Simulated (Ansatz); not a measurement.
# Ir: the cost of one run

Computed with Ansatz 0.2.0 (DFT r2SCAN, scalar-relativistic, plane waves, PAW, unless a step's input says otherwise).

## 1. The structure to begin with

The structure is cubic, space group Fm-3m (No. 225). Conventional cell: a = 3.854 Å, b = 3.854 Å, c = 3.854 Å, α = 90.00°, β = 90.00°, γ = 90.00°. Around Ir (site symmetry m-3m) lie 12 Ir at 2.73 Å.

Structure file:

```
CELL_PARAMETERS angstrom
0.00000 1.92696 1.92696
1.92696 0.00000 1.92696
1.92696 1.92696 0.00000
ATOMIC_POSITIONS crystal
Ir 0.00000 0.00000 0.00000
```

This is candidate A: structure listed in a database for this formula (Fm-3m, No. 225).

(A quick probe on a coarse mesh, which set the mesh and smearing, is not shown.)

## 3. Relaxing cell and atoms (candidate A)

Input file input.yaml:

```yaml
crystal:
  lattice:
    - [0.0, 1.9269646676, 1.9269646676]
    - [1.9269646676, 0.0, 1.9269646676]
    - [1.9269646676, 1.9269646676, 0.0]
  atoms:
    - { symbol: Ir, position: [0.0, 0.0, 0.0] }
basis:
  ecutwfc: 500
kpoints:
  mp_grid: { grid: [18, 18, 18] }
hamiltonian:
  xc: r2scan
scf:
  occupations: { method: gaussian, width: 0.1 }
output:
  forces: true
  stress: true
  eigenvalues: true
relax:
  adjacent_minimum: "off"
  f_tol: 0.01
  max_steps: 80
  cell: { stress_tol: 0.05 }
```

**Question.** How long does this run take on 1 thread of an Arm CPU, shared host, and how much memory does it need?

About 24 s, with a peak of 0.35 GiB.
